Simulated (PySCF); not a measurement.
# Br2Ce ([CeBr2]+): the cost of one run

Programs: PySCF 2.14.0, with routines of our own; each step states its level. All values are computed. Atoms count from 0.

### 1 The system as given

3 atoms, charge 1, states of the metal's open shell are computed; geometry from: model geometry, bond lengths from ionic radii.

### 2 Ligand-field states: state-averaged CASSCF

Job settings and geometry (Å):

```
{"job": {"kind": "lf", "basis": {"metal": "x2c-TZVPall", "ligand": "x2c-SVPall"}, "nevpt": true}, "charge": 1, "metal": "Ce", "open_shell": "f1"}
Ce     0.000000     0.000000     0.000000
Br     0.000000     0.000000     2.630000
Br     0.000000     0.000000    -2.630000
```

Method: state-averaged CASSCF of the metal f shell, SC-NEVPT2 on the averaged canonical orbitals, state-interaction spin-orbit coupling.

On the command line:

```console
OMP_NUM_THREADS=1 python lf_run.py task.json out
```

This one command runs all jobs of the session in turn.

**Question.** How long does this first job take on 1 thread of Arm Neoverse V2, shared host, and how much memory does it need?

About 28 s, with a peak of 0.49 GiB.
